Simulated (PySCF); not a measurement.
**Tm(NH2)3: other functionals and bases at one geometry**

An exercise on one series of results from a longer session: the logs are not shown, and one member is left open.

Computed with PySCF 2.14.0. Level: several levels, as the steps say, no spin–orbit coupling.

1 further run of the same task is left out (for a known fault of the program).

## Where the work starts

10 atoms, charge 0, spin multiplicity 1.

Bond lengths: Tm1–N2 2.142 Å, Tm1–N5 2.142 Å, Tm1–N8 2.142 Å, N2–H3 1.020 Å, N2–H4 1.020 Å, N5–H6 1.020 Å, N5–H7 1.020 Å, N8–H9 1.020 Å, N8–H10 1.020 Å. Angles: N2–Tm1–N5 119.7°, N2–Tm1–N8 119.7°, N5–Tm1–N8 120.6°, Tm1–N2–H3 127.4°, Tm1–N2–H4 127.4°, H3–N2–H4 105.3°, Tm1–N5–H6 128.0°, Tm1–N5–H7 126.7°, H6–N5–H7 105.3°, Tm1–N8–H9 126.7°, Tm1–N8–H10 128.0°, H9–N8–H10 105.3°.

As a file:

```
Tm   -0.0089    0.0000    0.0000
N     2.1326    0.0000    0.0019
H     2.7517   -0.8058    0.0922
H     2.7519    0.8058   -0.0873
N    -1.0704    1.8467   -0.2267
H    -2.0800    1.9940   -0.2350
H    -0.6626    2.7749   -0.3415
N    -1.0708   -1.8467    0.2248
H    -0.6632   -2.7749    0.3404
H    -2.0804   -1.9940    0.2313
```

Formal oxidation states: Tm +3. Each metal's 12 4f electrons lie in its core potential, so multiplicities, spins and levels count the valence alone. An earlier session relaxed this geometry at PBE0, Tm lcecp-1-SVP with ECP58, N def2-SVP, H def2-SVP (singlet, point group C2v).

At PBE0 on the finer grid: E = -206.461217 Eh, HOMO -6.11 eV, LUMO -1.04 eV, Mulliken charge on Tm1 +0.89 e, largest force component 0.011 eV/Å. 

Levels to run: TPSSh; r2SCAN; PBE0, TZVP. Hardware: 2 threads of Arm Neoverse V2, shared host.

The first run:

The input, run.py (the lines that set the calculation):

```python
mol = gto.M(atom='''
Tm    -0.00892     0.00000    -0.00001
N      2.13263     0.00000     0.00189
H      2.75172    -0.80578     0.09219
H      2.75188     0.80578    -0.08732
N     -1.07041     1.84668    -0.22669
H     -2.07997     1.99400    -0.23498
H     -0.66256     2.77492    -0.34153
N     -1.07081    -1.84668     0.22480
H     -0.66316    -2.77492     0.34036
H     -2.08039    -1.99400     0.23130''',
    basis={'Tm': 'lcecp-1-SVP', 'N': 'def2-SVP', 'H': 'def2-SVP'},
    ecp={'Tm': 'lcecp-1-SVP'},
    charge=0, spin=0)
mf = dft.RKS(mol, xc='TPSSH')
mf.grids.atom_grid = (75, 302)  # f atoms: unpruned, at least (60, 302)
mf = mf.density_fit()  # fitting sets: Tm AutoAux, N def2-universal-JKFIT, H def2-universal-JKFIT
mf.conv_tol = 1e-08; mf.max_cycle = 55
mf.kernel(dm0)  # dm0: the density of the relaxed state
```

Launch:

```sh
> OMP_NUM_THREADS=2 python run.py
```

Steps of the session up to this table: TPSSh; r2SCAN; PBE0, TZVP.

One of the session's tables, all rows but one given; the rest of the session is left out.

| level | HOMO (eV) | gap (eV) | charge on Tm1 (e) | largest force component (eV/Å) |
| --- | --- | --- | --- | --- |
| PBE0 (relaxed here) | -6.11 | 5.06 | 0.89 | 0.01 |
| TPSSh | -5.33 | 4.09 | 0.88 | 0.17 |
| r2SCAN | ? | ? | ? | ? |
| PBE0, TZVP | -6.29 | 5.15 | 1.56 | 0.44 |

**Question.** Estimate the row for r2SCAN.

**Answer.** HOMO (eV): -5.02; gap (eV): 3.64; charge on Tm1 (e): 0.86; largest force component (eV/Å): 0.10. In the column «HOMO (eV)» it is the highest.

In one basis the HOMO–LUMO gap runs from 3.64 eV (r2SCAN) to 5.06 eV (PBE0). The largest leftover force, 0.44 eV/Å with PBE0, TZVP, stands at a geometry relaxed at another level. With 4f in the core, its levels are missing from HOMO and gap, and its count is fixed, so no charge can pass from the ligands into it. Total energies of different levels can't be compared.
